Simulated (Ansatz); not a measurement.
**CH5GeNO: up Jacob's ladder to CCSD(T)**

One table from this session's results is given with a row withheld; the runs are named, their logs left out.

The runs use Ansatz 0.2.0, Gaussian basis; functionals in def2-TZVPP, the program's frozen cores in correlated methods.

Plan: PBE-D4, r2SCAN-D4, PBE0-D4, B3LYP-D4, ωB97X-V, ωB97M-V, B2PLYP; CCSD(T)/def2-TZVPP; MP2/def2-QZVPP; extrapolation to the limit.

### The geometry

An earlier PBE0-D4 in a triple-zeta def2 set relaxation fixed the geometry.

SMILES `N=[C](O)[GeH3]`, 9 atoms, charge 0, spin multiplicity 1.

Atoms are counted from 1 here; the program's logs count them from 0.

Bond lengths: N1–C2 1.262 Å, N1–H5 1.014 Å, C2–O3 1.345 Å, C2–Ge4 1.977 Å, O3–H6 0.971 Å, Ge4–H7 1.535 Å, Ge4–H8 1.533 Å, Ge4–H9 1.533 Å. Angles: C2–N1–H5 112.2°, N1–C2–O3 119.8°, N1–C2–Ge4 128.3°, O3–C2–Ge4 111.9°, C2–O3–H6 106.6°, C2–Ge4–H7 106.6°, C2–Ge4–H8 109.6°, C2–Ge4–H9 109.7°, H7–Ge4–H8 110.4°, H7–Ge4–H9 110.5°, H8–Ge4–H9 110.0°.

As a file:

```xyz
9
CH5GeNO
N     0.6588    1.1825   -1.1207
C     0.5637    0.4180   -0.1210
O     1.5536    0.3798    0.7886
Ge   -0.9122   -0.8126    0.3433
H    -0.1496    1.1195   -1.7303
H     2.2310    1.0064    0.4873
H    -1.9694   -0.6642   -0.7603
H    -0.3869   -2.2524    0.3913
H    -1.5003   -0.4231    1.7047
```

Set-up of the first run:

in.yaml reads:

```yaml
crystal:
  periodic: [false, false, false]
  atoms:
    - {symbol: N, position_ang: [0.658754, 1.182497, -1.120748]}
    - {symbol: C, position_ang: [0.563739, 0.418011, -0.121040]}
    - {symbol: O, position_ang: [1.553583, 0.379789, 0.788618]}
    - {symbol: Ge, position_ang: [-0.912189, -0.812649, 0.343323]}
    - {symbol: H, position_ang: [-0.149642, 1.119450, -1.730325]}
    - {symbol: H, position_ang: [2.230994, 1.006429, 0.487326]}
    - {symbol: H, position_ang: [-1.969432, -0.664199, -0.760258]}
    - {symbol: H, position_ang: [-0.386935, -2.252433, 0.391270]}
    - {symbol: H, position_ang: [-1.500271, -0.423094, 1.704734]}
basis:
  gaussian: {orbitals: def2-TZVPP}
hamiltonian: {xc: pbe, dispersion: d4}
output: {forces: true, orbitals: {seedname: orbitals}}
```

Command:

```
$ ansatz run in.yaml --threads 4 --pin off --events-out ev --progress --plain --max-ram 10444MiB
```

Among the steps run: PBE-D4 (GGA); r2SCAN-D4 (meta-GGA); PBE0-D4 (hybrid); B3LYP-D4 (hybrid); ωB97X-V (range-separated); ωB97M-V (range-separated); B2PLYP (double hybrid); CCSD(T) in def2-TZVPP; MP2 in def2-QZVPP.

One table of the session follows, with a row left open; its other results are not shown here.

```
            method  atomisation energy (eV)
            PBE-D4                   32.744
         r2SCAN-D4                   31.914
           PBE0-D4                   31.798
          B3LYP-D4                   31.877
           ωB97X-V                   32.062
           ωB97M-V                   31.901
            B2PLYP                   31.529
     HF/def2-TZVPP                   21.197
    MP2/def2-TZVPP                   31.500
   CCSD/def2-TZVPP                   30.424
CCSD(T)/def2-TZVPP                   31.051
           MP2/CBS                        ?
       CCSD(T)/CBS                   31.933
```

Estimate the missing values for MP2/CBS.

As computed: atomisation energy (eV): 32.382. In the column «atomisation energy (eV)» it lies between ωB97X-V (32.062) and PBE-D4 (32.744).

Limits of these values: Free atoms (1 N, 1 C, 1 O, 1 Ge, 5 H) were run apart at each level; the atomisation energy is their sum less the molecule, without zero-point or spin-orbit terms.
